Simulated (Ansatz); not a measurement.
**BF₃H₅NSi: basis-set convergence**

The task here is to estimate one member of a computed series from the others.

Computed with Ansatz 0.2.0, Gaussian basis. Level: one geometry, several basis sets.

Levels to be run: PBE0-D4/def2-SVP; ωB97M-V/def2-SVP; PBE0-D4/def2-QZVPP; ωB97M-V/def2-QZVPP; the functionals' def2-TZVPP values are taken from earlier runs.

### The geometry

The geometry comes from an earlier relaxation with PBE0-D4 in a triple-zeta def2 set; it is a stationary point, not always the lowest conformer.

SMILES `F[B-](F)(F)[NH2+][SiH3]`, 11 atoms, charge 0, spin multiplicity 1.

Atoms are counted from 1 here; the program's logs count them from 0.

Bond lengths: F1–B2 1.369 Å, B2–F3 1.378 Å, B2–F4 1.366 Å, B2–N5 1.675 Å, N5–Si6 1.810 Å, N5–H7 1.017 Å, N5–H8 1.017 Å, Si6–H9 1.474 Å, Si6–H10 1.484 Å, Si6–H11 1.473 Å. Angles: F1–B2–F3 113.5°, F1–B2–F4 114.3°, F1–B2–N5 104.5°, F3–B2–F4 113.7°, F3–B2–N5 104.0°, F4–B2–N5 105.5°, B2–N5–Si6 111.5°, B2–N5–H7 106.9°, B2–N5–H8 107.2°, Si6–N5–H7 112.5°, Si6–N5–H8 111.6°, H7–N5–H8 106.7°, N5–Si6–H9 106.9°, N5–Si6–H10 106.5°, N5–Si6–H11 107.3°, H9–Si6–H10 110.4°, H9–Si6–H11 114.4°, H10–Si6–H11 110.9°.

Coordinates:

```xyz
11
charge 0, multiplicity 1
F    -1.5874   -1.5009    0.0550
B    -0.2218   -1.4451   -0.0196
F     0.3927   -1.3811    1.2122
F     0.3331   -2.3656   -0.8632
N     0.0997    0.0464   -0.7114
Si    0.1594    1.3567    0.5358
H    -0.6191    0.2085   -1.4123
H     0.9821   -0.0367   -1.2109
H     1.4666    1.2493    1.2088
H     0.0595    2.6422   -0.1995
H    -0.9993    1.1692    1.4254
```

Set-up of the first run:

in.yaml

```yaml
crystal:
  periodic: [false, false, false]
  atoms:
    - {symbol: F, position_ang: [-1.587373, -1.500868, 0.055003]}
    - {symbol: B, position_ang: [-0.221757, -1.445079, -0.019553]}
    - {symbol: F, position_ang: [0.392666, -1.381104, 1.212221]}
    - {symbol: F, position_ang: [0.333096, -2.365582, -0.863177]}
    - {symbol: N, position_ang: [0.099678, 0.046373, -0.711436]}
    - {symbol: Si, position_ang: [0.159359, 1.356711, 0.535825]}
    - {symbol: H, position_ang: [-0.619106, 0.208456, -1.412318]}
    - {symbol: H, position_ang: [0.982064, -0.036738, -1.210853]}
    - {symbol: H, position_ang: [1.466582, 1.249273, 1.208755]}
    - {symbol: H, position_ang: [0.059517, 2.642234, -0.199499]}
    - {symbol: H, position_ang: [-0.999326, 1.169222, 1.425433]}
basis:
  gaussian: {orbitals: def2-SVP}
hamiltonian: {xc: pbe0, dispersion: d4}
output: {orbitals: {seedname: orbitals}}
```

Launch:

```sh
$ ansatz run in.yaml --threads 4 --pin off --events-out ev --progress --plain --max-ram 10444MiB
```

Among the steps run: PBE0-D4 in def2-SVP; ωB97M-V in def2-SVP; PBE0-D4 in def2-QZVPP; ωB97M-V in def2-QZVPP.

One table of the session follows, with a row left open; its other results are not shown here.

It belongs to the step «Density functionals: the series». 

```
functional       basis  HOMO (eV)
   PBE0-D4    def2-SVP      -9.86
   PBE0-D4  def2-TZVPP      -9.99
   PBE0-D4  def2-QZVPP     -10.01
   ωB97M-V    def2-SVP          ?
   ωB97M-V  def2-TZVPP     -12.32
   ωB97M-V  def2-QZVPP     -12.34
```

Q: Estimate the row for ωB97M-V, def2-SVP from the others.

The run gave: HOMO (eV): -12.19. In the column «HOMO (eV)» it lies between ωB97M-V, def2-TZVPP (-12.32) and PBE0-D4, def2-QZVPP (-10.01).
